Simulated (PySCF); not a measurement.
# CH3Cl3Ge (GeMeCl3): the cost of one run

Programs: PySCF 2.14.0, with density-fitted response routines of our own. Each step states its level of theory. These are calculated values for one molecule in the gas phase, unless marked as measured. Atoms count from 0, in the outputs and in this text.

### 1 The starting structure

8 atoms, charge 0, multiplicity 1; geometry from: GFN2-xTB. The atoms were then displaced at random by about 0.03 Å, so the start is not that level's minimum.

Bonds of the start (Å): Ge0–C1 1.99, Ge0–Cl5 2.07, Ge0–Cl6 2.21, Ge0–Cl7 2.07, C1–H2 1.12, C1–H3 1.16, C1–H4 1.09.

### 2 Relaxing the molecule at PBE0-D3(BJ)/def2-SVP

The job: settings as JSON, then the geometry in Å.

```
{"job": {"xc": "PBE0", "basis": "def2-SVP", "d3": "d3bj", "grid": 1, "maxiter": 40, "shake": 0.03, "kind": "geom"}, "charge": 0, "multiplicity": 1}
Ge     0.061270    -0.073740    -0.838470
C     -0.014830    -0.016510     1.144820
H     -1.078780     0.046740     1.489820
H      0.664200     0.857730     1.503840
H      0.455120    -0.938220     1.476290
Cl     1.975060    -0.001450    -1.624760
Cl    -0.953810     1.728710    -1.604960
Cl    -0.969990    -1.688930    -1.630270
```

Command:

```sh
$ OMP_NUM_THREADS=1 python probes_run.py task.json out
```

One launch serves the whole session: the jobs run in the order shown.

**Question.** How long does this first job take on 1 thread of AMD EPYC, shared host, and how much memory does it need?

About 93 s, with a peak of 0.48 GiB.
